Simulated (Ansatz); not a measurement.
# ZnH (Pm-3m) in Ansatz: convergence with ecutfock ratio

Aim: find how far ecutfock ratio must go before the results for ZnH settle, at HSE06. This setting moves, with any that are tied to it; all else stays.

All numbers are computed with Ansatz 0.2.0; they aren't measurements. Logs are shortened: lines on timing, memory, paths and dates and some standing lists are left out, and cuts for length are marked.

## (1) The structure

Symmetry: Pm-3m, No. 221, cubic system. Conventional cell: a = 2.948 Å, b = 2.948 Å, c = 2.948 Å, α = 90.00°, β = 90.00°, γ = 90.00°. Zn (site symmetry m-3m) has 8 H at 2.55 Å as nearest neighbours. Around H (site symmetry m-3m) lie 8 Zn at 2.55 Å.

The cell was built by a generator and needn't be a form met in nature.

## (2) With ecutfock ratio 1

input.yaml

```yaml
crystal:
  lattice:
    - [2.94801708, 0.0, 0.0]
    - [0.0, 2.94801708, 0.0]
    - [0.0, 0.0, 2.94801708]
  atoms:
    - { symbol: Zn, position: [0.5, 0.5, 0.5] }
    - { symbol: H, position: [0.0, 0.0, 0.0] }
hamiltonian:
  xc: hse06
  pseudopotentials: { kind: paw }
kpoints:
  mp_grid: { grid: [5, 5, 5] }
scf:
  occupations: { method: fermi_dirac, width: 0.1 }
  exx: { ecutfock_ratio: 1 }
output:
  forces: true
  stress: true
  eigenvalues: true
```

Potentials or basis: Ansatz PAW.

The run is started by

```console
> ansatz run input.yaml --threads 2 --pin off --max-ram 5632MiB --backend cpu --events-out ev --progress --plain --runs-dir out
```

The log of the run:

```text
Warning: output.stress: scf.convergence.dr2_threshold = 1e-7 eV (the SCF's general default) is looser than the 2e-10 eV advised for a printed stress (1e-10 eV for each atom of the cell: 2). What an SCF threshold leaves in a stress goes as its square root, and in the free energy as the threshold itself, and one threshold admits the most on a small cell: of the crystals measured, under no hybrid functional and no lock of the moments, on runs that ended without the residual-converged pass, on stresses that held no estimate of that error, the worst erred by over 100 MPa in a component at 1e-7 eV an atom and by under 5 at 1e-10. Set scf.convergence.dr2_threshold to 2e-10 eV or tighter. The threshold is an SCF's pass mark: one that does not reach it within its budget of iterations ends unconverged, or closes short of it on a stop that the run arms, and scf.convergence.dr2_threshold's page says what that costs each kind of run
Warning: output.stress: scf.exx.energy_threshold = 1e-6 eV is looser than the 2e-8 eV advised for a stress under a hybrid functional (1e-8 eV for each atom of the cell: 2). Every SCF of the exchange loop can meet its threshold on dr2 while the loop round them stops early: no threshold on dr2 bounds what that leaves in the stress. Set scf.exx.energy_threshold to 2e-8 eV or tighter. The threshold is the loop's pass mark: a loop that does not reach it within its budget of cycles ends unconverged, and scf.exx.energy_threshold's page has the law
settings of this run that can trade accuracy for cost: scf.exx.ecutfock_ratio: 1 (norm-conserving) | under the files' recommended ratio and basis.ecutrho_ratio (paw). Do not mix this run's numbers with those of runs without the same settings; the input reference describes each key
Warning: RAYON_NUM_THREADS=2 ignored (pool sized by the plan → 2); use --threads N
Engine: ansatz 0.2.0, aarch64-unknown-linux-gnu
Pseudopotentials: kind: paw
Pseudopotential: Zn, paw, valence charge 12, recommended cutoff 420 eV (normal), Zn.paw.azcp
Pseudopotential: H, paw, valence charge 1, recommended cutoff 420 eV (normal), H.paw.azcp
Functional definition: HSE06
  parameter a = 0.25
  parameter omega = 0.11/bohr
  exchange = pbe_x - a*pbe_x_sr(omega) + a*exact_x_sr(omega)
  correlation = pbe_c
Crystal: 2 atoms, lattice volume = 25.621 Å³
Basis set: ecut = 420 eV, 485 PW (Γ), exchange–correlation on 40×40×40 points (8 copies of the dense FFT grid, shifted against one another)
Bands: 11, of which v1, the nominal top of the filled ones, is band 7 counted from 1 (6 counted from 0)
Symmetry: 48 space group operations
Space group: Pm-3m (ITA 221), of the structure as read, at distance tolerance 2.9e-5 Å
k-points: 10 of 125
Non-local potential: Zn, projectors of the file, l = 0: 2, l = 1: 2, l = 2: 3, l = 3: 1
Non-local potential: H, projectors of the file, l = 0: 2, l = 1: 1
PAW form: soft (Blöchl's): semilocal exchange-correlation on the pseudo side does not see the compensation charge
PAW frozen core: Zn, regenerated for the run's functional, and the local potential with it (the file was generated under x = pbe(κ = 0.804, μ = 0.2195149727645171), c = pbe(β = 0.06672455060314922))
PAW one-centre angular grid: Zn, 590 points (default); XC on 64 Gauss nodes
PAW one-centre angular grid: H, 110 points (default); XC on 64 Gauss nodes
Initial density: superposition of atomic densities (neutral atoms: chi_scale 0, normalization atom), corrected by the library's trained network
Initial wavefunctions: pseudopotential atomic-orbital guess
Functional: x = pbe(κ = 0.804, μ = 0.2195149727645171), c = pbe(β = 0.06672455060314922), warm-up for x = pbe(κ = 0.804, μ = 0.2195149727645171) + 0.25 (exact − pbe) at short range (hse, ω = 0.20786987370883472 Å⁻¹), c = pbe(β = 0.06672455060314922); HSE06 as pw.x's `hse` composes it (authors' and Libxc's form: `xc: wpbeh`)
SCF iter   1: F=—  HF=-3333.418887 eV  |F-HF|=—  |Δ(HF+E_count)|=         —  Δρ=4.04e-3  dr2=1.99e-3  ethr=1.77e-3  ⟨swp⟩=8.9  Hψ=531  notcnv=0
preconditioner: auto → none  [insulator: Δε(μ)=0.415 eV  Ē_g=13.876 eV  σ=0.100 eV  W_gap=0.62  n_scr=6 (ndim 8)  ℏωp=26.5 eV  f_vac=0.000  D(μ)=0.54/eV (n_scr^D=0)]
SCF iter   2: F=—  HF=-3333.418619 eV  |F-HF|=—  |Δ(HF+E_count)|=   2.68e-4  Δρ=1.13e-3  dr2=3.37e-4  ethr=1.53e-5  ⟨swp⟩=4.1  Hψ=281  notcnv=0  defer=1
SCF iter   3: F=—  HF=-3333.418490 eV  |F-HF|=—  |Δ(HF+E_count)|=   1.29e-4  Δρ=8.31e-4  dr2=7.98e-5  ethr=2.59e-6  ⟨swp⟩=4.0  Hψ=268  notcnv=0
SCF iter   4: F=—  HF=-3333.418525 eV  |F-HF|=—  |Δ(HF+E_count)|=   3.52e-5  Δρ=2.70e-4  dr2=9.60e-6  ethr=6.14e-7  ⟨swp⟩=2.0  Hψ=175  notcnv=0
iter 5 solved again at ethr=2.03e-9 eV; its pass at ethr=7.38e-8 eV (dr2=2.64e-7 eV) is discarded
SCF iter   5: F=—  HF=-3333.418530 eV  |F-HF|=—  |Δ(HF+E_count)|=   5.80e-6  Δρ=4.39e-5  dr2=3.13e-7  ethr=2.03e-9  ⟨swp⟩=3.9  Hψ=427  notcnv=0
[... 28 lines left out ...]
SCF iter   2: F=—  HF=-3333.246388 eV  |F-HF|=—  |Δ(HF+E_count)|=   1.08e-7  Δρ=2.30e-5  dr2=1.66e-7  ethr=1.21e-8  ⟨swp⟩=3.7  Hψ=238  notcnv=0
SCF iter   3: F=—  HF=-3333.246389 eV  |F-HF|=—  |Δ(HF+E_count)|=   6.27e-7  Δρ=1.74e-5  dr2=7.74e-8  ethr=3.04e-10  ⟨swp⟩=4.0  Hψ=323  notcnv=0
SCF iter   4: F=-3333.246389 eV  HF=-3333.246389 eV  |F-HF|=6.80e-10  |Δ(HF+E_count)|=   2.12e-8  Δρ=3.04e-6  dr2=5.03e-9  ethr=3.04e-10  ⟨swp⟩=2.4  Hψ=182  notcnv=0
SCF 3 converged in 4 iterations: F = -3333.246389 eV  dr2 = 5.03e-9
  Residual-converged pass: ⟨swp⟩=3.0  Hψ=234  notcnv=0  max |occ|·‖R‖ = 2.3e-6 eV (tolerance 2.4e-6 eV)  dr2=4.28e-9  dr2_onsite=1.74e-10  max |Δocc| = 1.5e-14
hybrid outer 2: dexx = +6.144e-7 eV, tail = 2.10e-8 eV, Δε = 6.66e-3 eV (about 2.10e-4 eV left of the loop's levels)
hybrid SCF converged: 2 outer / 12 inner (+9 warm-up), last move |dexx| = 6.14e-7 eV, tail = 2.10e-8 eV
Stability not checked: this state was not tested for a lower state beside it, because the functional holds exact exchange (a hybrid, or Hartree-Fock), whose exchange loop this test does not read (fock_operator; see scf.lower_state_search)
Free energy (F): -3333.246389 eV
Frozen-core exchange: fock
Harris-Foulkes:  -3333.246389 eV  (|F-HF|=6.80e-10)
Internal energy: -3333.232147 eV  (E = F + TS)
E sigma→0 (E₀):  -3333.239268 eV
Entropy (-TS):   -0.014242 eV (-7.121 meV/atom)
Fermi energy:    5.563335 eV
--- Per-component energies (eV) ---
  E_band       = -31.683588
  E_kinetic    = 139.251826
  E_local      = -1836.105728  (includes V_loc(G=0)·N_el)
  E_nonlocal   = 620.140062
  E_hartree    = 770.267634
  E_xc         = -113.806111
  E_vxc        = -47.842313  (∫ρ·V_xc dr)
  E_exx        = -42.622588  (= α·E_x^exact, valence–valence)
  E_paw        = -1819.226382  (= ΣΔE_a)
  E_vpaw       = -362.417508  (= ΣTr[D̂ρ^β])
  E_aug_tail   = -0.001264  (compensation charges beyond the density's cutoff)
  E_ewald      = -1051.770286
  E_core_change = 0.640667  (= ΣΔE_core)
  E_smearing   = -0.014242  (= −TS)
  E_closure    = 0.000023  (closes the sum)
  Σ components = -3333.246389   (vs F -3333.246389, Δ=4.55e-13)
--- Forces (eV/Å), atoms counted from 1 ---
  atom   1  Zn     0.00000000     0.00000000     0.00000000
  atom   2  H     -0.00000000     0.00000000     0.00000000
  max |Σ_I F_I| component: 1.75e-30 eV/Å
--- Stress (GPa, compression-positive) ---
      -10.028142      -0.000000       0.000000
       -0.000000     -10.028142       0.000000
        0.000000       0.000000     -10.028142
  P = ⅓ Tr σ = -10.0281 GPa (-100.281 kbar)
--- Band table (eV; the first three rows and the last of 10) ---
  k-point 0: bands = ["-4.4240", "-3.9860", "-3.9860", "-3.4140", "-3.4140", "-3.4140", "10.8237", "15.1638", "15.1638", "15.1638", "18.1524"]
  k-point 1: bands = ["-3.9665", "-3.9323", "-3.5762", "-3.4755", "-3.4755", "-3.4086", "7.9529", "13.6572", "15.9724", "15.9724", "18.7434"]
  k-point 2: bands = ["-3.9351", "-3.7460", "-3.5727", "-3.5727", "-3.3999", "-1.3036", "3.0999", "13.8822", "18.1446", "18.1446", "20.5511"]
  k-point 9: bands = ["-3.8595", "-3.8031", "-3.8031", "-3.3109", "-3.3109", "4.0737", "7.3560", "10.0200", "10.0200", "13.2021", "15.0061"]
settings of this run that can trade accuracy for cost: scf.exx.ecutfock_ratio: 1 (norm-conserving) | under the files' recommended ratio and basis.ecutrho_ratio (paw). Do not mix this run's numbers with those of runs without the same settings; the input reference describes each key
```

Wall time 5.2 s (2 threads of Arm Neoverse V2, shared host); peak memory 0.47 GiB.

What came out:

```
Free energy            : -3333.2464 eV
Pressure               : -10.0 GPa
Band gap on the k mesh : none (metal or under the smearing width)
```

## (3) With ecutfock ratio 2

Changes to input.yaml since step 2:

```diff
@@ -15,3 +15,3 @@
   occupations: { method: fermi_dirac, width: 0.1 }
-  exx: { ecutfock_ratio: 1 }
+  exx: { ecutfock_ratio: 2 }
 output:
```

Potentials or basis: Ansatz PAW.

The run is started by

```console
> ansatz run input.yaml --threads 2 --pin off --max-ram 5632MiB --backend cpu --events-out ev --progress --plain --runs-dir out
```

Run time: 6.3 s. Hardware: 2 threads of Arm Neoverse V2, shared host; peak memory 0.56 GiB.

What came out:

| Item | Value |
| --- | --- |
| Free energy | -3333.2546 eV |
| Pressure | -10.0 GPa |
| Band gap on the k mesh | none (metal or under the smearing width) |

## (4) With ecutfock ratio 3

Changes to input.yaml since step 3:

```diff
@@ -15,3 +15,3 @@
   occupations: { method: fermi_dirac, width: 0.1 }
-  exx: { ecutfock_ratio: 2 }
+  exx: { ecutfock_ratio: 3 }
 output:
```

The run is started by

```console
> ansatz run input.yaml --threads 2 --pin off --max-ram 5632MiB --backend cpu --events-out ev --progress --plain --runs-dir out
```

It took 7.1 s on 2 threads of Arm Neoverse V2, shared host; peak memory 0.59 GiB.

The run converged. Its results:

```
Free energy            : -3333.2546 eV
Pressure               : -10.0 GPa
Band gap on the k mesh : none (metal or under the smearing width)
```

## (5) With ecutfock ratio 4

Changes to input.yaml since step 4:

```diff
@@ -15,3 +15,3 @@
   occupations: { method: fermi_dirac, width: 0.1 }
-  exx: { ecutfock_ratio: 3 }
+  exx: { ecutfock_ratio: 4 }
 output:
```

The run is started by

```console
> ansatz run input.yaml --threads 2 --pin off --max-ram 5632MiB --backend cpu --events-out ev --progress --plain --runs-dir out
```

It took 7 s on 2 threads of Arm Neoverse V2, shared host; peak memory 0.59 GiB.

Results (log left out):

| Item | Value |
| --- | --- |
| Free energy | -3333.2546 eV |
| Pressure | -10.0 GPa |
| Band gap on the k mesh | none (metal or under the smearing width) |

## (6) Summary

| ecutfock ratio | energy less the tightest run, at zero smearing (meV/atom) | SCF cycles | CPU time (s) | peak memory (GiB) |
| --- | --- | --- | --- | --- |
| 1 | 4.11 | 21 | 8.5 | 0.47 |
| 2 | 0.03 | 21 | 11 | 0.56 |
| 3 | 0.00 | 21 | 12 | 0.59 |
| 4 | 0.00 | 21 | 12 | 0.59 |

Against the tightest run, the energy stays within 1 meV/atom from 2 on. The tightest run that finished is the yardstick and may itself not be fully converged.

Caveats: all runs use coarse meshes; the PAW data sets come from PBE, with cores solved anew for the run's functional, which leaves a small shift of forces and pressure; the thresholds are loose for stress.
